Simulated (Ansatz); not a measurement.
# TiAl: the cost of one run

Program: Ansatz 0.2.0. Level of theory: DFT PBEsol, scalar-relativistic. These are calculated values, not measurements.

### Step 1. Starting point

Symmetry: P4/mmm, No. 123, tetragonal system. The conventional cell has a = 2.837 Å, b = 2.837 Å, c = 4.059 Å, α = 90.00°, β = 90.00°, γ = 90.00°. Ti (site symmetry 4/mmm) has 4 Ti at 2.84 Å and 8 Al at 2.85 Å as nearest neighbours. Al (site symmetry 4/mmm) is surrounded by 4 Al at 2.84 Å and 8 Ti at 2.85 Å.

As a file:

```cif
data_structure
_symmetry_space_group_name_H-M 'P4/mmm'
_symmetry_Int_Tables_number 123
_cell_length_a 2.8373
_cell_length_b 2.8373
_cell_length_c 4.0591
_cell_angle_alpha 90.000
_cell_angle_beta 90.000
_cell_angle_gamma 90.000
_cell_volume 32.68
loop_
_atom_site_label
_atom_site_type_symbol
_atom_site_symmetry_multiplicity
_atom_site_Wyckoff_symbol
_atom_site_fract_x
_atom_site_fract_y
_atom_site_fract_z
_atom_site_occupancy
Ti1 Ti 1 a 0.00000 0.00000 0.00000 1
Al1 Al 1 d 0.50000 0.50000 0.50000 1
```

The file gives the conventional cell by its symmetry; the runs use the cell typed in the input.

Structure: COD 1532769, as refined from experiment and not relaxed.

Atoms are numbered in the order of the input: Ti1, Al2.

### Step 2. LAPW, all electrons

input.yaml reads:

```yaml
crystal:
  lattice:
    - [2.8373, 0.0, 0.0]
    - [0.0, 2.8373, 0.0]
    - [0.0, 0.0, 4.0591]
  atoms:
    - { symbol: Ti, position: [0.0, 0.0, 0.0] }
    - { symbol: Al, position: [0.5, 0.5, 0.5] }
kpoints:
  mp_grid: { grid: [12, 12, 8] }
  band_path:
    path:
      - [0.0, 0.0, 0.0]
      - [0.0, 0.5, 0.0]
      - [0.5, 0.5, 0.0]
      - [0.0, 0.0, 0.0]
      - [0.0, 0.0, 0.5]
      - [0.0, 0.5, 0.5]
      - [0.5, 0.5, 0.5]
      - [0.0, 0.0, 0.5]
      - [0.0, 0.5, 0.0]
    npoints: 14
scf:
  occupations: { method: fermi_dirac, width: 0.05 }
hamiltonian:
  xc: pbesol
  pseudopotentials: { kind: all_electron, lapw: { basis_error: 0.001 } }
output:
  forces: true
  stress: true
  eigenvalues: true
  populations: true
  dos: { projected: true, de: 0.2, e_range: [-14, 8] }
```

Command:

```console
$ ansatz run input.yaml --threads 1 --pin off --max-ram 3072MiB --backend cpu --events-out ev --progress --plain --runs-dir out
```

Q: Estimate wall time and peak memory on 1 thread of Arm Neoverse N1, shared host.

About 36 s, with a peak of 0.43 GiB.
